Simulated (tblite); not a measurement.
# C3H7ClSi: the cost of one run

Computed with tblite 0.8.0 and PySCF 2.14.0, with density-fitted response routines of our own, on a single molecule in the gas phase. Atoms are numbered from 0 throughout.

## 1. Starting geometry

12 atoms, charge 0, multiplicity 1; geometry from: force field or distance geometry start.

Bonds of the start (Å): C0–C1 1.34, C1–C2 1.51, C1–Si3 1.87, Si3–Cl4 2.06, C0–H5 1.10, C0–H6 1.09, C2–H7 1.10, C2–H8 1.10, C2–H9 1.09, Si3–H10 1.49, Si3–H11 1.47.

## 2. Relaxing the molecule with GFN2-xTB

What the job is given:

```
{"job": {"kind": "relax", "xc": "GFN2-xTB", "basis": "xTB"}, "charge": 0, "multiplicity": 1}
C     -0.803000     1.404000     0.243300
C     -0.245700     0.215500    -0.000400
C     -1.009800    -1.075500     0.132500
Si     1.545200     0.028200    -0.487600
Cl     2.488600    -0.227800     1.327000
H     -1.861900     1.486700     0.529300
H     -0.262000     2.345800     0.163700
H     -2.054000    -0.882700     0.421800
H     -1.034200    -1.613100    -0.824100
H     -0.588600    -1.728200     0.896800
H      1.757400    -1.198800    -1.302100
H      2.068900     1.245200    -1.126100
```

Command:

```sh
> OMP_NUM_THREADS=1 python probes_run.py task.json out
```

The driver reads the jobs from task.json and runs them one after another.

**Question.** How long does this first job take on 1 thread of Intel Xeon at 2.50GHz, shared host?

About 1.8 s.
